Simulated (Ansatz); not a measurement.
## InAg3 under changes of volume

One of the cells (19.863 Å³/atom); the others are scaled copies at fixed shape and fractional positions:

```
In Ag
1.0
     1.55190   -2.59615    0.00000
     1.55190    2.59615    0.00000
     0.00000    0.00000    9.85995
In Ag
1 3
Direct
  0.00000 0.00000 0.00000
  0.50000 0.50000 0.25713
  0.00000 0.00000 0.50000
  0.50000 0.50000 0.74287
```

The cell comes from a database or a generator and needn't be the stable form of this composition.

| Property | Result |
| --- | --- |
| Program | Ansatz 0.2.0 |
| Functional | PBEsol |
| Potentials or basis | all-electron LAPW, scalar-relativistic |
| Cutoff | 247 eV (chosen from the basis error) |
| Basis error allowed | 0.001 eV/atom |
| k mesh | 10 × 10 × 3 |
| Occupations | fermi-dirac, width 0.05 eV |
| Spin | no spin polarisation |

```tsv
volume (Å³/atom)	energy over the lowest point (meV/atom)	pressure (GPa)	largest force (eV/Å)
18.671	0.00	-1.4	0.046
19.068	5.52	-3.0	0.066
19.466	?	?	?
19.863	27.66	-5.7	0.100
20.260	43.29	-6.8	0.114
20.657	61.43	-7.8	0.128
21.055	81.71	-8.6	0.141
```

Question: What does the run at 19.466 Å³/atom give?

Answer: Energy over the lowest point 14.93 meV/atom; pressure -4.5 GPa; largest force 0.084 eV/Å.

Worked out: A Birch-Murnaghan fit of order 3 (a polynomial in V^(-2/3)) to the other rows has its minimum at 18.39 Å³/atom, just outside them, with B0 = V·E''(V) = 93 GPa and B' = 5.6 at fixed shape and positions, which overstates the stiffness. It gives 14.92 meV/atom at 19.466 Å³/atom, against the run's 14.93, and -dE/dV = -4.5 GPa, against -4.5.

Energies are extrapolated to zero smearing.
